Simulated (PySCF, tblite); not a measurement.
# GeH₁₀OSi₃, a small molecule taken as a stand-in for a surface group: NMR shifts, core binding energies and electronic excitations, part 2 of 2

tblite 0.8.0 and PySCF 2.14.0. Atoms count from 0, parts from 1. Earlier steps stand in the parts before.

## (5) X-ray photoelectron lines: SCAN, X2C

The job: settings as JSON, then the geometry in Å.

```
{"job": {"kind": "xps", "holes": 5}, "charge": 0, "multiplicity": 1}
Ge    -0.070195    -0.692113    -0.832979
Si    -2.232334    -0.227639     0.087713
Si     1.310495    -1.941032     0.667242
O      0.772973     0.861262    -1.162623
Si     0.891734     2.266417    -0.293281
H     -0.185407    -1.374100    -2.211304
H     -2.086357     0.374173     1.447749
H     -2.982222    -1.516221     0.205268
H     -2.993260     0.710966    -0.790480
H      0.654135    -3.248090     0.979416
H      2.653152    -2.191456     0.062754
H      1.475386    -1.164837     1.933636
H      1.581465     3.286679    -1.132262
H     -0.469180     2.770708     0.083682
H      1.668755     2.059979     0.970267
```

With the program's defaults for keys left out, this is: delta-SCF UKS SCAN, pcX-2 on the ionised atom, pcseg-1 elsewhere, spin-free X2C.

The log of the run:

```text
ground state, core basis on atom 1 (Si), 187 functions
  cycle   1  E = -3045.32977817  |g| = 7.45e-01
  cycle   2  E = -3044.59162949  |g| = 1.97e+00
  cycle   3  E = -3045.43552461  |g| = 1.16e-01
  cycle   4  E = -3045.43847183  |g| = 6.97e-02
  cycle   5  E = -3045.44022763  |g| = 1.15e-02
  cycle   6  E = -3045.44026840  |g| = 2.50e-03
  cycle   7  E = -3045.44027170  |g| = 6.40e-04
  cycle   8  E = -3045.44026710  |g| = 1.33e-04
  E(ground) = -3045.62813505 Eh
hole in Si 2p of atom 1
  cycle   1  E = -3041.16462974  |g| = 1.23e+00
  cycle   2  E = -3040.81060537  |g| = 1.23e+00
  cycle   3  E = -3041.38484540  |g| = 4.56e-01
  cycle   4  E = -3041.47887402  |g| = 2.50e-01
  cycle   5  E = -3041.49918497  |g| = 8.59e-02
  cycle   6  E = -3041.50387100  |g| = 1.10e-02
  cycle   7  E = -3041.50395485  |g| = 3.75e-03
  cycle   8  E = -3041.50396334  |g| = 7.23e-04
  cycle   9  E = -3041.50396301  |g| = 2.92e-04
  E(ion) = -3041.70313923 Eh   <S^2> = 0.7528   hole on atom = 1.002   binding energy = 106.805 eV
  2p3/2 = 106.591 eV   2p1/2 = 107.214 eV
ground state, core basis on atom 2 (Si), 187 functions
  cycle   1  E = -3045.44001001  |g| = 2.87e-01
  cycle   2  E = -3045.44008916  |g| = 3.32e-02
  cycle   3  E = -3045.44004203  |g| = 2.87e-02
  cycle   4  E = -3045.44018717  |g| = 1.65e-02
  cycle   5  E = -3045.44023955  |g| = 1.97e-03
  cycle   6  E = -3045.44024356  |g| = 1.98e-04
  E(ground) = -3045.62814842 Eh
hole in Si 2p of atom 2
  cycle   1  E = -3041.16512927  |g| = 1.23e+00
  cycle   2  E = -3040.83276946  |g| = 1.22e+00
  cycle   3  E = -3041.39828912  |g| = 4.26e-01
  cycle   4  E = -3041.47948490  |g| = 2.50e-01
  cycle   5  E = -3041.49981551  |g| = 8.79e-02
  cycle   6  E = -3041.50457281  |g| = 1.07e-02
  cycle   7  E = -3041.50464794  |g| = 3.43e-03
  cycle   8  E = -3041.50465717  |g| = 5.94e-04
  cycle   9  E = -3041.50465935  |g| = 2.94e-04
  E(ion) = -3041.70397543 Eh   <S^2> = 0.7527   hole on atom = 1.002   binding energy = 106.782 eV
  2p3/2 = 106.569 eV   2p1/2 = 107.192 eV
ground state, core basis on atom 3 (O), 176 functions
  cycle   1  E = -3045.38372186  |g| = 1.13e-01
  cycle   2  E = -3045.38018545  |g| = 1.54e-01
  cycle   3  E = -3045.38402015  |g| = 5.83e-02
  cycle   4  E = -3045.38463094  |g| = 7.52e-03
  cycle   5  E = -3045.38464874  |g| = 1.17e-03
  cycle   6  E = -3045.38464808  |g| = 1.98e-04
  E(ground) = -3045.61048361 Eh
hole in O 1s of atom 3
  cycle   1  E = -3024.79165352  |g| = 2.24e+00
  cycle   2  E = -3024.12076696  |g| = 2.30e+00
  cycle   3  E = -3025.56615970  |g| = 4.48e-01
  cycle   4  E = -3025.62602437  |g| = 1.77e-01
  cycle   5  E = -3025.64743573  |g| = 4.13e-02
  cycle   6  E = -3025.64851557  |g| = 9.14e-03
  cycle   7  E = -3025.64855701  |g| = 3.07e-03
  cycle   8  E = -3025.64856555  |g| = 7.89e-04
  cycle   9  E = -3025.64856595  |g| = 1.57e-04
  E(ion) = -3025.87455900 Eh   <S^2> = 0.7633   hole on atom = 1.000   binding energy = 537.042 eV
ground state, core basis on atom 4 (Si), 187 functions
  cycle   1  E = -3045.44694408  |g| = 3.08e-01
  cycle   2  E = -3045.43905447  |g| = 2.32e-01
  cycle   3  E = -3045.43879106  |g| = 2.28e-01
  cycle   4  E = -3045.44915039  |g| = 1.85e-02
  cycle   5  E = -3045.44921811  |g| = 2.23e-03
  cycle   6  E = -3045.44922405  |g| = 4.88e-04
  E(ground) = -3045.63704479 Eh
hole in Si 2p of atom 4
  cycle   1  E = -3041.16965105  |g| = 1.23e+00
  cycle   2  E = -3039.92085251  |g| = 1.45e+00
  cycle   3  E = -3041.25185331  |g| = 5.79e-01
  cycle   4  E = -3041.46671161  |g| = 2.15e-01
  cycle   5  E = -3041.47499980  |g| = 1.98e-01
  cycle   6  E = -3041.48989401  |g| = 3.99e-02
  cycle   7  E = -3041.49094588  |g| = 7.65e-03
  cycle   8  E = -3041.49098346  |g| = 2.37e-03
  cycle   9  E = -3041.49098833  |g| = 4.58e-04
  E(ion) = -3041.68941813 Eh   <S^2> = 0.7514   hole on atom = 1.003   binding energy = 107.420 eV
  2p3/2 = 107.181 eV   2p1/2 = 107.805 eV
```

It took 48 s on 1 thread of Intel Xeon Platinum 8259CL at 2.50GHz, shared host; peak memory 0.72 GiB.

The holes in one table. −ε is the ground-state orbital energy:

```csv
hole,stands for,environment,ΔSCF (eV; 2p as the shell's mean),−ε (eV),⟨S²⟩
Si2p on Si1,Si1,"silicon bonded to Ge, 3 H",106.80,96.4,0.753
Si2p on Si2,Si2,"silicon bonded to Ge, 3 H",106.78,96.4,0.753
O1s on O3,O3,"oxygen bonded to Ge, Si",537.04,516.3,0.763
Si2p on Si4,Si4,"silicon bonded to O, 3 H",107.39,96.5,0.751
```

With the spin-orbit splitting: Si1 2p3/2 106.59, 2p1/2 107.21 eV; Si2 2p3/2 106.57, 2p1/2 107.19 eV; Si4 2p3/2 107.18, 2p1/2 107.81 eV. The table gives each 2p level as the mean over the whole 2p shell (two parts 2p3/2, one part 2p1/2), which differs a little from the single hole in the log.

## (6) Ultraviolet spectrum: CAM-B3LYP/def2-SVPD

Same as in step 5 but for these lines:

```diff
@@ -1,2 +1,2 @@
-{"job": {"kind": "xps", "holes": 5}, "charge": 0, "multiplicity": 1}
+{"job": {"kind": "uv", "xc": "CAM-B3LYP", "basis": "def2-SVPD", "nstates": 6, "ntriplets": 2, "ip": true}, "charge": 0, "multiplicity": 1}
 Ge    -0.070195    -0.692113    -0.832979
```

Level: TDDFT CAM-B3LYP/def2-SVPD, vertical, gas phase, core orbitals frozen in the response.

The log of the run:

```text
coarse grid: 56552 points
cycle   1  E = -3026.1459915473  dE = -7.544e-01  |g| = 8.534e-01  |ddm| = 4.234e+00
cycle   2  E = -3025.9401327098  dE =  2.059e-01  |g| = 1.352e+00  |ddm| = 2.597e+00
cycle   3  E = -3026.2782195756  dE = -3.381e-01  |g| = 1.131e-01  |ddm| = 1.629e+00
cycle   4  E = -3026.2802461133  dE = -2.027e-03  |g| = 5.310e-02  |ddm| = 2.390e-01
cycle   5  E = -3026.2805926718  dE = -3.466e-04  |g| = 5.155e-03  |ddm| = 6.898e-02
cycle   6  E = -3026.2806013128  dE = -8.641e-06  |g| = 8.955e-04  |ddm| = 1.451e-02
final grid: 113744 points
cycle   7  E = -3026.2805748120  dE = -3.931e-07  |g| = 5.152e-04  |ddm| = 4.716e-03
cycle   8  E = -3026.2805748673  dE = -5.529e-08  |g| = 3.418e-04  |ddm| = 1.537e-03
cycle   9  E = -3026.2805748936  dE = -2.633e-08  |g| = 5.314e-05  |ddm| = 5.311e-04
cycle  10  E = -3026.2805748942  dE = -5.657e-10  |g| = 2.693e-05  |ddm| = 1.132e-04
converged SCF energy = -3026.2805748942

Static polarisability (au): isotropic 122.662, principal 107.456 122.903 137.626

Singlet excitations
state   eV       nm        f      main configurations
  1   5.6622    219.0   0.00437   H->L 0.94
  2   6.5000    190.7   0.01595   H-1->L 0.93
  3   6.5959    188.0   0.05326   H->L+2 0.50, H->L+1 0.26, H->L+4 0.17
  4   6.8023    182.3   0.36937   H->L+1 0.49, H->L+2 0.41
  5   7.0831    175.0   0.07424   H->L+3 0.39, H->L+4 0.20, H-2->L 0.18
  6   7.1184    174.2   0.04683   H->L+3 0.42, H-2->L 0.21, H->L+4 0.12

Triplet excitations (Tamm-Dancoff, eV): 5.1448 5.8281
Vertical ionisation energy (delta-SCF) = 9.4036 eV
```

It took 2.8 min on 1 thread of Intel Xeon Platinum 8259CL at 2.50GHz, shared host; peak memory 1.2 GiB.

The orbitals next to the gap, with their largest atomic shares:

```csv
orbital,eV,atoms
HOMO−3,-10.73,"Si4 24 %, H12 19 %, Ge0 13 %"
HOMO−2,-10.37,"Si4 25 %, O3 23 %, H13 20 %"
HOMO−1,-9.62,"O3 29 %, Ge0 20 %, H5 12 %"
HOMO,-8.81,"Ge0 24 %, O3 20 %, Si2 18 %"
LUMO,0.16,"Ge0 25 %, Si1 14 %, Si2 13 %"
LUMO+1,0.68,"Si2 23 %, Si1 23 %, Ge0 12 %"
LUMO+2,0.78,"Ge0 20 %, Si2 17 %, Si1 17 %"
```

With each of the 6 states as a Gaussian band of 0.4 eV half-width at 1/e, the curve within the window shown has maxima at 181 nm (ε 20,000) L/(mol cm). Beyond the last state computed it falls off for lack of states. The curve at chosen wavelengths:

| nm | ε (L/mol/cm) |
| --- | --- |
| 167 | 3999 |
| 170 | 7454 |
| 173 | 11785 |
| 176 | 16057 |
| 179 | 19052 |
| 182 | 19847 |
| 185 | 18296 |
| 189 | 13779 |
| 192 | 9890 |
| 195 | 6484 |
| 198 | 3926 |
| 201 | 2227 |
| 204 | 1211 |
| 207 | 660 |
| 210 | 390 |
| 213 | 271 |
| 216 | 222 |
| 219 | 198 |
| 222 | 178 |
| 226 | 147 |
| 229 | 120 |
| 232 | 93 |
| 235 | 69 |
| 238 | 48 |
| 241 | 33 |
| 244 | 21 |

Further results of this job:

```csv
property,computed
dipole moment (D),1.27
polarisability (Å³),18.18
HOMO–LUMO gap (eV),8.97
−ε(HOMO) (eV),8.81
```

## (7) Outcome

The summary covers parts 1 to 2.

```
                                 quantity                                                           value
                              point group                                                              C1
     rotational constants (main isotopes)                                            1.55, 1.21, 0.84 GHz
    ¹H shifts against TMS (PBE0/pcSseg-1)  5.72, 4.93, 4.90, 4.88, 4.03, 3.91, 3.89, 3.86, 3.51, 3.48 ppm
⁷³Ge shifts against GeMe4 (PBE0/pcSseg-1)                                                         -23 ppm
  ²⁹Si shifts against TMS (PBE0/pcSseg-1)                                       -34.3, -100.2, -101.7 ppm
   ¹⁷O shifts against H2O (PBE0/pcSseg-1)                                                       -14.9 ppm
        Si2p binding energies, SCAN/pcX-2                           Si4 107.39, Si1 106.80, Si2 106.78 eV
         O1s binding energies, SCAN/pcX-2                                                    O3 537.04 eV
     lowest singlet (CAM-B3LYP/def2-SVPD)                                     5.66 eV (219 nm), f = 0.004
 brightest single state of those computed                                     state 4, 6.80 eV, f = 0.369
                           lowest triplet                                                         5.14 eV
        vertical ionisation energy (ΔSCF)                                                         9.40 eV
```

What this shows: Over 13 steps the energy fell by 0.422 eV; of the close pairs, Ge0–Si2 changed most, 2.321 to 2.391 Å (PBE0/def2-SVP). At PBE0/pcSseg-1: The widest tensor belongs to Ge0: span 538 ppm, with a paramagnetic part of -1407 ppm. The Si2p levels kept as sound span 0.61 eV, from Si2 (silicon bonded to Ge, 3 H) up to Si4 (silicon bonded to O, 3 H). The first singlet state (HOMO→LUMO 0.94) lies at 5.66 eV and is weak; of the 6 states computed, the strongest absorption comes from state 4 at 6.80 eV. The lowest triplet lies 0.52 eV below the lowest singlet (triplets in Tamm-Dancoff, singlets in full TDDFT). The orbital energy would give 8.81 eV for ionisation, ΔSCF gives 9.40 eV. Spin-orbit coupling is left out, which matters for shieldings and couplings at and beside the heavy atoms. A capped cluster stands for the solid here, so long-range fields and strain are missing, and bands or shifts of the capping hydrogens have no counterpart in it.
